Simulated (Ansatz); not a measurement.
# W: from the start to rest

Aim: in W, a known structure type filled with other elements, at an estimated volume, relax cell and atoms, then read levels, charges and fields where it ends.

Method: DFT, r2SCAN, no spin polarisation, plane waves, PAW, in Ansatz 0.2.0.

## (1) The system as given

Symmetry: R-3m, No. 166, trigonal system. Conventional cell: a = 3.589 Å, b = 3.589 Å, c = 9.393 Å, α = 90.00°, β = 90.00°, γ = 120.00°. W (site symmetry 3m) has 6 W at 2.47 to 2.74 Å as nearest neighbours.

Symmetry-reduced, conventional setting; the input below types the cell that was run:

```cif
data_structure
_symmetry_space_group_name_H-M 'R-3m:H'
_symmetry_Int_Tables_number 166
_cell_length_a 3.5887
_cell_length_b 3.5887
_cell_length_c 9.3931
_cell_angle_alpha 90.000
_cell_angle_beta 90.000
_cell_angle_gamma 120.000
_cell_volume 104.77
loop_
_atom_site_label
_atom_site_type_symbol
_atom_site_symmetry_multiplicity
_atom_site_Wyckoff_symbol
_atom_site_fract_x
_atom_site_fract_y
_atom_site_fract_z
_atom_site_occupancy
W1 W 6 c 0.00000 0.00000 0.23800 1
```

It starts from an earlier solution of the starting cell (checkpoint.read).

## (2) The relaxation

input.yaml

```yaml
crystal:
  lattice:
    - [1.7943718, 3.10794169, 0.0]
    - [-1.7943718, 3.10794169, 0.0]
    - [-1.7943718, 1.03597823, 3.13102268]
  atoms:
    - { symbol: W, position: [0.238, 0.524, 0.714] }
    - { symbol: W, position: [0.762, 0.476, 0.286] }
  symmetry: { tolerance: 0.0003 }
kpoints:
  mp_grid: { grid: [9, 9, 9], shift: [0, 0, 0] }
magnetization:
  spin_polarized: false
scf:
  occupations: { method: gaussian, width: 0.2579 }
  lower_state_search: "off"
hamiltonian:
  pseudopotentials: { kind: paw }
  xc: r2scan
basis:
  ecutwfc: 500
  fft_grid_basis: typed
relax:
  max_steps: 40
  cell: { p_target: 0.0 }
  f_tol: 0.03
output:
  forces: true
  stress: true
  eigenvalues: true
  bader: true
  populations: true
  elf: true
  write_potential: true
  volumetric_format: npy
  dos:
    e_range: [-12, 8]
    de: 0.05
    projected: { site_lists: { W: [W] } }
  write_density: true
checkpoint:
  read: saved_state
```

The run is started by

```console
$ ansatz run input.yaml --threads 2 --pin off --max-ram 2560MiB --backend cpu --events-out ev --progress --plain --runs-dir out
```

What it wrote, cut to the lines that bear on the results:

```text
Warning: crystal.lattice misses the space group found at crystal.symmetry.tolerance 3.0e-4 in a digit that the deck types, which is why this is a warning: making the lattice exact moves one of its numbers by a whole unit of that number's last typed decimal, or more. The operation that it [...]
Warning: RAYON_NUM_THREADS=2 ignored (pool sized by the plan → 2); use --threads N
[...]
Pseudopotentials: kind: paw
Pseudopotential: W, paw, valence charge 14, recommended cutoff 500 eV (meta_gga), W.paw.azcp
Functional definition: r2SCAN
[...]
Crystal: 2 atoms, lattice volume = 34.922 Å³
Basis set: ecut = 500 eV, 899 PW (Γ), exchange–correlation on 108×108×120 points (64 copies of the dense FFT grid, shifted against one another)
Bands: 18, of which v1, the nominal top of the filled ones, is band 14 counted from 1 (13 counted from 0)
Symmetry: 12 space group operations
Space group: R-3m (ITA 166), of the structure as read, at distance tolerance 9.8e-4 Å
k-points: 85 of 729
[...]
SCF iter   1: F=-20791.254947 eV  HF=-20791.253690 eV  |F-HF|=1.26e-3  |Δ(HF+E_count)|=         —  Δρ=1.49e-3  dr2=1.15e-4  dr2_τ=9.70e-4  ethr=3.75e-7  ⟨swp⟩=3.0  Hψ=11234  notcnv=0
[...]
relax step   1: F+E_penalty+E_count = -20791.25501100 eV  Δ(F+E_penalty+E_count) = +0.000e0 eV  max|allowed force component| = 2.704e0 eV/Å  Δτ_max = 0.0000 Å  P = +13.152 GPa  Ω = 34.922 Å³  (5 SCF iters, dr2 threshold 1.00e-7 eV, accepted)
[...]
relax step   2: F+E_penalty+E_count = -20791.69706482 eV  Δ(F+E_penalty+E_count) = -4.421e-1 eV  max|allowed force component| = 2.221e-1 eV/Å  Δτ_max = 0.1018 Å  P = -3.786 GPa  Ω = 36.519 Å³  energy of the carried Pulay correction = -9.173e-4 eV  (7 SCF iters, dr2 threshold 2.00e-7 eV, accepted)
[...]
SCF iter   7: F=-20792.034030 eV  HF=-20792.034030 eV  |F-HF|=6.40e-9  |Δ(HF+E_count)|=   2.32e-7  Δρ=7.33e-6  dr2=2.06e-8  dr2_τ=7.76e-10  ethr=7.14e-10  ⟨swp⟩=10.2  Hψ=11189  notcnv=0
```

## (3) More of the same log

The log, continued:

```text
SCF 3 converged in 7 iterations: F = -20792.034030 eV  dr2 = 2.06e-8
relax step   3: F+E_penalty+E_count = -20792.03402977 eV  Δ(F+E_penalty+E_count) = -3.370e-1 eV  max|allowed force component| = 3.673e-1 eV/Å  Δτ_max = 0.0312 Å  P = -3.820 GPa  Ω = 35.921 Å³  energy of the carried Pulay correction = -5.789e-4 eV  (7 SCF iters, dr2 threshold 2.00e-7 eV, accepted)
[... from here on, the SCF cycles and remarks between the steps are left out ...]
relax step   4: F+E_penalty+E_count = -20792.46535456 eV  Δ(F+E_penalty+E_count) = -4.313e-1 eV  max|allowed force component| = 7.109e-1 eV/Å  Δτ_max = 0.0142 Å  P = -2.613 GPa  Ω = 35.091 Å³  energy of the carried Pulay correction = -9.922e-5 eV  (7 SCF iters, dr2 threshold 2.00e-7 eV, accepted)
relax step   5: F+E_penalty+E_count = -20792.91284237 eV  Δ(F+E_penalty+E_count) = -4.475e-1 eV  max|allowed force component| = 1.216e0 eV/Å  Δτ_max = 0.0087 Å  P = +0.335 GPa  Ω = 34.071 Å³  energy of the carried Pulay correction = +5.065e-4 eV  (7 SCF iters, dr2 threshold 2.00e-7 eV, accepted)
relax step   6: F+E_penalty+E_count = -20793.39032541 eV  Δ(F+E_penalty+E_count) = -4.775e-1 eV  max|allowed force component| = 6.745e-2 eV/Å  Δτ_max = 0.0414 Å  P = +4.158 GPa  Ω = 32.809 Å³  energy of the carried Pulay correction = +1.280e-3 eV  (7 SCF iters, dr2 threshold 2.00e-7 eV, accepted)
relax step   7: F+E_penalty+E_count = -20793.61166543 eV  Δ(F+E_penalty+E_count) = -2.213e-1 eV  max|allowed force component| = 1.844e-3 eV/Å  Δτ_max = 0.0018 Å  P = +6.205 GPa  Ω = 32.199 Å³  energy of the carried Pulay correction = +1.665e-3 eV  (6 SCF iters, dr2 threshold 2.00e-7 eV, accepted)
relax step   8: F+E_penalty+E_count = -20793.67409813 eV  Δ(F+E_penalty+E_count) = -6.243e-2 eV  max|allowed force component| = 8.470e-4 eV/Å  Δτ_max = 0.0001 Å  P = -1.211 GPa  Ω = 32.753 Å³  energy of the carried Pulay correction = +1.316e-3 eV  (6 SCF iters, dr2 threshold 2.00e-7 eV, accepted)
relax step   9: F+E_penalty+E_count = -20793.67472932 eV  Δ(F+E_penalty+E_count) = -6.312e-4 eV  max|allowed force component| = 3.170e-5 eV/Å  Δτ_max = 0.0000 Å  P = +0.083 GPa  Ω = 32.606 Å³  energy of the carried Pulay correction = +1.408e-3 eV  (4 SCF iters, dr2 threshold 2.00e-7 eV, accepted)
relax step  10: F+E_penalty+E_count = -20793.67472592 eV  Δ(F+E_penalty+E_count) = +3.399e-6 eV  max|allowed force component| = 5.326e-5 eV/Å  Δτ_max = 0.0000 Å  P = -0.002 GPa  Ω = 32.615 Å³  energy of the carried Pulay correction = +1.402e-3 eV  (2 SCF iters, dr2 threshold 2.06e-8 eV, accepted)
relax step  11: F+E_penalty+E_count = -20793.68855152 eV  Δ(F+E_penalty+E_count) = -1.383e-2 eV  max|allowed force component| = 6.426e-5 eV/Å  Δτ_max = 0.0000 Å  P = +0.659 GPa  Ω = 32.615 Å³  stress off target by 2.00e0 GPa  SCF on the basis re-selected at this cell (its energy is not comparable with the rows above)  (7 SCF iters)
relax step  12: F+E_penalty+E_count = -20793.68952170 eV  Δ(F+E_penalty+E_count) = -9.702e-4 eV  max|allowed force component| = 8.524e-5 eV/Å  Δτ_max = 0.0000 Å  P = +0.132 GPa  Ω = 32.658 Å³  energy of the carried Pulay correction = -1.349e-5 eV  (4 SCF iters, dr2 threshold 2.00e-7 eV, accepted)
relax step  13: F+E_penalty+E_count = -20793.68958145 eV  Δ(F+E_penalty+E_count) = -5.975e-5 eV  max|allowed force component| = 2.891e-5 eV/Å  Δτ_max = 0.0000 Å  P = +0.018 GPa  Ω = 32.665 Å³  energy of the carried Pulay correction = -1.482e-5 eV  (4 SCF iters, dr2 threshold 2.00e-7 eV, accepted)
relax step  14: F+E_penalty+E_count = -20793.68959597 eV  Δ(F+E_penalty+E_count) = -1.452e-5 eV  max|allowed force component| = 2.843e-5 eV/Å  Δτ_max = 0.0000 Å  P = +0.018 GPa  Ω = 32.665 Å³  stress off target by 5.13e-2 GPa  SCF on the basis re-selected at this cell (its energy is not comparable with the rows above)  (4 SCF iters)
relax step  15: F+E_penalty+E_count = -20793.68959611 eV  Δ(F+E_penalty+E_count) = -1.364e-7 eV  max|allowed force component| = 1.301e-5 eV/Å  Δτ_max = 0.0000 Å  P = +0.000 GPa  Ω = 32.667 Å³  energy of the carried Pulay correction = -5.210e-7 eV  (3 SCF iters, dr2 threshold 6.58e-9 eV, accepted)
iter 1 solved again at ethr=3.16e-8 eV; its pass at ethr=3.10e-3 eV (dr2=8.84e-6 eV) is discarded
SCF iter   1: F=-20793.689597 eV  HF=-20793.689597 eV  |F-HF|=2.80e-10  |Δ(HF+E_count)|=         —  Δρ=4.81e-6  dr2=4.12e-9  dr2_τ=3.37e-10  ethr=3.16e-8  ⟨swp⟩=4.0  Hψ=12195  notcnv=0
preconditioner: auto → Kerker (q_TF=auto, 2.659 Å⁻¹)  [metal: Δε(μ)=0.073 eV  Ē_g=5.693 eV  σ=0.258 eV  W_gap=0.16  n_scr=14 (ndim 8)  ℏωp=22.5 eV  f_vac=0.000  D(μ)=1.18/eV (n_scr^D=8)]
SCF iter   2: F=-20793.689595 eV  HF=-20793.689595 eV  |F-HF|=3.49e-10  |Δ(HF+E_count)|=   1.43e-6  Δρ=2.90e-6  dr2=1.45e-9  dr2_τ=6.85e-11  ethr=1.47e-11  ⟨swp⟩=2.9  Hψ=2990  notcnv=0
SCF iter   3: F=-20793.689595 eV  HF=-20793.689595 eV  |F-HF|=7.28e-12  |Δ(HF+E_count)|=  5.13e-10  Δρ=4.70e-7  dr2=5.75e-11  dr2_τ=2.85e-11  ethr=5.16e-12  ⟨swp⟩=2.3  Hψ=2149  notcnv=0
SCF iter   4: F=-20793.689595 eV  HF=-20793.689595 eV  |F-HF|=7.28e-12  |Δ(HF+E_count)|=  2.18e-11  Δρ=1.35e-7  dr2=4.33e-12  dr2_τ=3.35e-13  ethr=1.00e-12  ⟨swp⟩=6.5  Hψ=6918  notcnv=0
SCF 16 converged in 4 iterations: F = -20793.689595 eV  dr2 = 4.33e-12
relax step  16: F+E_penalty+E_count = -20793.68959541 eV  Δ(F+E_penalty+E_count) = +7.027e-7 eV  max|allowed force component| = 1.221e-5 eV/Å  Δτ_max = 0.0000 Å  P = +0.000 GPa  Ω = 32.667 Å³  stress off target by 4.67e-4 GPa  SCF on the basis re-selected at this cell (its energy is not comparable with the rows above)  (4 SCF iters)
basis re-selected at this cell: Δ(F+E_penalty+E_count) = +7.027e-7 eV, ΔP = -0.000 GPa vs the last step (what re-selecting the basis moved, of the pressure what is left beyond the Pulay correction that the steps carried, after the strain that the cell walked since its last selection, with what the two solves' SCF thresholds leave and, on support functions, any second-order correction that the steps lacked; it is no measure of the basis error at this ecutwfc). This SCF's stress stands 4.67e-4 GPa from its target on what of the cell is left free (relax.cell.stress_tol is 5.00e-2 GPa) and its largest allowed force component is 1.22e-5 eV/Å (relax.f_tol is 3.00e-2 eV/Å): within both
SCF converged after 4 iterations
Free energy (F): -20793.689595 eV
Harris-Foulkes:  -20793.689595 eV  (|F-HF|=7.28e-12)
Internal energy: -20793.650478 eV  (E = F + TS)
E sigma→0 (E₀):  -20793.670037 eV
Entropy (-TS):   -0.039117 eV (-19.559 meV/atom)
Fermi energy:    21.483963 eV
--- Per-component energies (eV) ---
  E_band       = -210.427110
  E_kinetic    = 900.721836
  E_local      = -1259.014592  (includes V_loc(G=0)·N_el)
  E_nonlocal   = 3.138396
  E_hartree    = 451.662865
  E_xc         = -497.474273
  E_vxc        = -519.085419  (∫ρ·V_xc dr)
  E_paw        = -17186.399724  (= ΣΔE_a)
  E_vpaw       = -266.409151  (= ΣTr[D̂ρ^β])
  E_aug_tail   = -0.000105  (compensation charges beyond the density's cutoff)
  E_vtau       = 26.896148  (kinetic-family band-sum trace: ∫τ·v_τ [+ j·A + Jᵃ·Aᵃ] dr)
  E_ewald      = -3205.108984
  E_core_change = -1.175898  (= ΣΔE_core)
  E_smearing   = -0.039117  (= −TS)
  E_closure    = 0.000000  (closes the sum)
  Σ components = -20793.689595   (vs F -20793.689595, Δ=0.00e0)
--- Forces (eV/Å), atoms counted from 1 ---
  atom   1  W      0.00000000     0.00000000    -0.00001221
  atom   2  W     -0.00000000    -0.00000000     0.00001221
  max |Σ_I F_I| component: 7.06e-23 eV/Å
--- Stress (GPa, compression-positive) ---
        0.000119      -0.000000       0.000000
       -0.000000       0.000119      -0.000000
        0.000000      -0.000000       0.000467
  P = ⅓ Tr σ = 0.0002 GPa (0.002 kbar)
--- Band table (eV; the first three rows and the last of 85) ---
  k-point 0: bands = ["-54.2652", "-54.0565", "-18.6261", "-17.6513", "-17.6513", "-17.3116", "-17.3116", "-17.0014", "11.7962", "15.5794", "19.4393", "19.4393", "19.8396", "19.8396", "22.7204", "23.5167", "24.4391", "24.4391"]
  k-point 1: bands = ["-54.2590", "-54.0628", "-18.5809", "-17.6415", "-17.6415", "-17.3222", "-17.3222", "-17.0549", "11.9751", "15.6058", "19.5717", "19.5717", "19.9228", "19.9228", "22.4728", "23.0636", "24.2684", "24.2684"]
  k-point 2: bands = ["-54.2411", "-54.0812", "-18.4497", "-17.6129", "-17.6129", "-17.3527", "-17.3527", "-17.2071", "12.4920", "15.6397", "19.9524", "19.9524", "20.1635", "20.1635", "21.8578", "22.0133", "23.8273", "23.8273"]
  k-point 84: bands = ["-54.1130", "-54.1130", "-18.3000", "-18.2256", "-17.9579", "-17.8176", "-17.4281", "-17.3616", "17.1971", "17.4588", "17.8287", "17.8454", "19.7791", "20.2131", "23.5582", "23.8362", "25.4024", "25.6128"]
--- Relaxed structure (13 steps of the walk, 13 accepted, 3 SCFs on fresh bases) ---
  F+E_penalty+E_count = -20793.68959541 eV   max|allowed force component| = 1.221e-5 eV/Å   (the final SCF, on the basis selected at the relaxed cell)
  cell:  # Å, volume = 32.6668 Å³
    - [1.4949248923748777, 2.589285867092544, 9.648074028226676e-7]
    - [-1.4949248923748777, 2.589285867092544, 9.648074032291664e-7]
    - [-1.4949248923748777, 0.8630937167221505, 4.219657713509598]
  atoms:
    - { symbol: W, position: [0.2500000325216662, 0.4999999349566673, 0.7500000975649989] }
    - { symbol: W, position: [0.7499999674783336, 0.500000065043333, 0.24999990243500064] }
--- Löwdin populations: 2 sites ---
  site symbol       q [e]
     0      W     13.8569
     1      W     13.8569
  spilling = 0.010222 (of n_electrons = 28.000000)
--- Bader charges: 2 sites ---
  site symbol  charge [e]  shift [e]
     0      W      0.0000     0.0000
     1      W      0.0000     0.0000
  estimated error of the sums over rays = 3.6e-4 e
```

It took 78 s on 2 threads of Arm Neoverse V1, shared host; peak memory 0.44 GiB.

The steps of the relaxation:

| step | energy from step 1 (eV/cell) | largest force component (eV/Å) | pressure (GPa) | volume (Å³) |
| --- | --- | --- | --- | --- |
| 1 | 0.0000 | 2.7039 | 13.15 | 34.92 |
| 2 | -0.4421 | 0.2221 | -3.79 | 36.52 |
| 3 | -0.7790 | 0.3673 | -3.82 | 35.92 |
| 4 | -1.2103 | 0.7109 | -2.61 | 35.09 |
| 5 | -1.6578 | 1.2156 | 0.33 | 34.07 |
| 6 | -2.1353 | 0.0675 | 4.16 | 32.81 |
| 7 | -2.3567 | 0.0018 | 6.21 | 32.20 |
| 8 | -2.4191 | 0.0008 | -1.21 | 32.75 |
| 9 | -2.4197 | 0.0000 | 0.08 | 32.61 |
| 10 | -2.4197 | 0.0001 | 0.00 | 32.62 |
| 11 | -2.4335 | 0.0001 | 0.66 | 32.62 |
| 12 | -2.4345 | 0.0001 | 0.13 | 32.66 |
| 13 | -2.4346 | 0.0000 | 0.02 | 32.67 |
| 14 | -2.4346 | 0.0000 | 0.02 | 32.67 |
| 15 | -2.4346 | 0.0000 | 0.00 | 32.67 |
| 16 | -2.4346 | 0.0000 | 0.00 | 32.67 |

Step 1 is the start. Steps 11, 14, 16 repeat the geometry before on a plane-wave basis chosen anew for that cell, so the energy can jump there without any move; such jumps are left out of the energy gained.

| input's cell | before | after | change |
| --- | --- | --- | --- |
| a (Å) | 3.589 | 2.990 | -16.7 % |
| b (Å) | 3.589 | 2.990 | -16.7 % |
| c (Å) | 3.755 | 4.559 | +21.4 % |
| α (°) | 61.45 | 70.86 | +9.41° |
| volume (Å³/atom) | 17.46 | 16.33 | -6.5 % |

The largest move, 0.15 Å, apart from the change of the cell, is shared by several atoms, W1 among them.

## (4) Density of states

States per cell by energy window, from dos.tsv and pdos.tsv (tetrahedra; eV from the Fermi level):

| from | to | total | W s | W d |
| --- | --- | --- | --- | --- |
| -8.0 | -7.0 | 0.23 | 0.20 | 0.02 |
| -7.0 | -6.0 | 0.45 | 0.30 | 0.14 |
| -6.0 | -5.0 | 1.43 | 0.43 | 0.97 |
| -5.0 | -4.0 | 1.96 | 0.23 | 1.69 |
| -4.0 | -3.0 | 1.66 | 0.04 | 1.57 |
| -3.0 | -2.0 | 2.11 | 0.08 | 1.95 |
| -2.0 | -1.0 | 2.60 | 0.17 | 2.29 |
| -1.0 | 0.0 | 1.33 | 0.12 | 1.11 |
| 0.0 | 1.0 | 1.51 | 0.09 | 1.34 |

The bands computed are complete only to about 1.4 eV above the Fermi level.

## (5) Charges

By element, from the tables in the log (a charge is positive for electrons lost):

| element | atoms | Bader charge (e) | Bader volume (Å³) | Löwdin charge (e) |
| --- | --- | --- | --- | --- |
| W | 2 | 0.00 | 16.3 | +0.14 |

Löwdin charges rest on a small set of atomic orbitals that misses 1.0 % of the electrons, so they need not add up to the cell's charge and can differ from Bader's even in sign.

## (6) Fields in real space

Maps in the plane spanned by a and b at height 0.750 along c (axes of the input's cell), one cell: a runs left to right (9 points from zero), b bottom to top (9 points), 60° apart. These are the smooth PAW fields, not the true ones near the nuclei.

Valence density. Values in e/Å³, 9 rows by 9 columns:
```
0.57 0.57 0.42 0.31 0.27 0.26 0.27 0.31 0.42
1.75 2.44 1.75 0.69 0.33 0.27 0.27 0.33 0.69
3.09 5.04 5.04 3.09 0.84 0.33 0.28 0.33 0.84
2.86 5.35 4.14 5.35 2.86 0.61 0.31 0.31 0.61
1.36 4.60 4.72 4.72 4.60 1.36 0.38 0.29 0.38
0.45 1.74 4.36 5.21 4.36 1.74 0.45 0.29 0.29
0.29 0.44 1.15 2.24 2.24 1.15 0.44 0.29 0.26
0.27 0.29 0.35 0.49 0.60 0.50 0.35 0.29 0.27
0.30 0.30 0.29 0.30 0.30 0.30 0.30 0.29 0.30
```

ELF. Values, 9 rows by 9 columns:
```
0.20 0.20 0.18 0.28 0.42 0.45 0.42 0.28 0.18
0.52 0.63 0.52 0.24 0.22 0.42 0.42 0.22 0.24
0.68 0.66 0.66 0.68 0.28 0.23 0.41 0.23 0.28
0.67 0.51 0.06 0.51 0.67 0.21 0.30 0.30 0.21
0.43 0.70 0.17 0.16 0.70 0.43 0.20 0.37 0.20
0.18 0.52 0.71 0.63 0.71 0.52 0.18 0.34 0.34
0.32 0.18 0.38 0.60 0.60 0.38 0.18 0.32 0.46
0.45 0.36 0.21 0.19 0.21 0.19 0.21 0.36 0.45
0.26 0.30 0.37 0.34 0.27 0.27 0.34 0.37 0.30
```

Atoms within 0.2 Å of the plane, in fractions of a and b: W at (0.25, 0.50).

Scans along the contacts give these minima of the density:

| contact | length (Å) | minimum at (fraction) | density (e/Å³) | ELF |
| --- | --- | --- | --- | --- |
| W1–W2 | 2.726 | 0.50 | 0.431 | 0.38 |

```
fraction  W1–W2
     0.2   4.46
     0.3    1.7
     0.4  0.575
     0.5  0.431
     0.6  0.575
     0.7    1.7
     0.8   4.46
```

(Smooth valence density in e/Å³ at fractions of each contact.)

## (7) Outcome

| quantity | value |
| --- | --- |
| moves | 12 |
| energy gained | 1210.4 meV/atom |
| largest move | 0.15 Å (W) |
| space group (0.01 Å), before / after | R-3m / R-3m |
| cell | a = 2.990 Å, b = 2.990 Å, c = 4.559 Å, α = 70.86°, β = 90.00°, γ = 60.00° |
| volume | 16.33 Å³/atom (-6.5 %) |
| pressure at the end | 0.00 GPa |
| character | metal |
| density of states, mean within 0.25 eV of the Fermi level | 1 per eV per cell |

In words: The volume shrank by 6.5 %, and the largest move of an atom is 0.15 Å apart from the change of the cell; the energy fell by 1210.4 meV per atom. With 12 symmetry operations imposed, the end may be a saddle point towards distortions that break them. It is a metal; within 0.25 eV of the Fermi level the density of states averages 1 per eV per cell, mostly W d (85 %).

Limits of this run: wide smearing.
